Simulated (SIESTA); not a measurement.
## Te4Mo2WS2: band structure with PBEsol

Slab: Te4Mo2WS2, a slab with vacuum.

```
W Te Mo S
1.0
     3.41708    0.00000    0.00000
    -1.70854    2.95928    0.00000
     0.00000    0.00000   31.74429
W Te Mo S
1 4 2 2
Direct
  0.00000 0.00000 0.57828
  0.00000 0.00000 0.28829
  0.33333 0.66667 0.17440
  0.33333 0.66667 0.05682
  0.00000 0.00000 0.40584
  0.33333 0.66667 0.34702
  0.00000 0.00000 0.11556
  0.33333 0.66667 0.62566
  0.33333 0.66667 0.53096
```

```
Program             : SIESTA 5.4.2
Task                : band structure
Functional          : PBEsol
Potentials or basis : PseudoDojo 0.4 standard (PBEsol files)
Basis               : DZP (energy shift 0.003 Ry; two zetas on semicore shells)
Grid cutoff         : 800 Ry
Energy shift        : 0.003 Ry
k mesh              : 9 × 9 × 1
Occupations         : fermi-dirac, width 0.05 eV
Spin                : no spin polarisation
```

```
Largest force           : 0.121 eV/Å
Band gap on the k mesh  : 0.12 eV, direct
Band gap along the path : 0.11 eV, indirect (least direct gap 0.12 eV)
```

Forces on the atoms (eV/Å):
```
W    0.000  0.000  0.014
Te   0.000  0.000 -0.121
Te   0.000  0.000  0.085
Te   0.000  0.000 -0.052
Te   0.000  0.000  0.105
Mo   0.000  0.000  0.021
Mo   0.000  0.000  0.034
S    0.000  0.000 -0.095
S    0.000  0.000  0.012
```

Stress tensor (GPa, compression positive):
```
-1.08  0.00  0.00
 0.00 -1.08  0.00
 0.00  0.00 -0.24
```

Levels at the corners of the path, in eV from the valence-band top:
```tsv
point	band 57	band 58	band 59	band 60	band 61	band 62
Γ	-0.72	-0.55	-0.18	1.67	1.67	1.98
M	-0.92	-0.11	0.00	1.11	1.39	1.62
K	-1.04	-0.12	-0.01	0.11	1.30	1.31
Γ	-0.72	-0.55	-0.18	1.67	1.67	1.98
A	-0.72	-0.55	-0.18	1.67	1.67	1.98
L	-0.92	-0.11	0.00	1.11	1.39	1.62
H	-1.04	-0.12	-0.01	0.11	1.30	1.31
A	-0.72	-0.55	-0.18	1.67	1.67	1.98
L	-0.92	-0.11	0.00	1.11	1.39	1.62
M	-0.92	-0.11	0.00	1.11	1.39	1.62
K	-1.04	-0.12	-0.01	0.11	1.30	1.31
H	-1.04	-0.12	-0.01	0.11	1.30	1.31
```

It took 4.5 min on 1 thread of AMD EPYC 7R43 64-Core Processor (Zen 3), with other jobs on the host, peak memory 1 GiB.

Caveat: short orbitals over semicore shells can move pressures by several GPa; spin-orbit coupling is left out, which moves the levels of the heavy elements; the basis of atomic orbitals isn't converged, which shifts pressures, moduli and gaps.
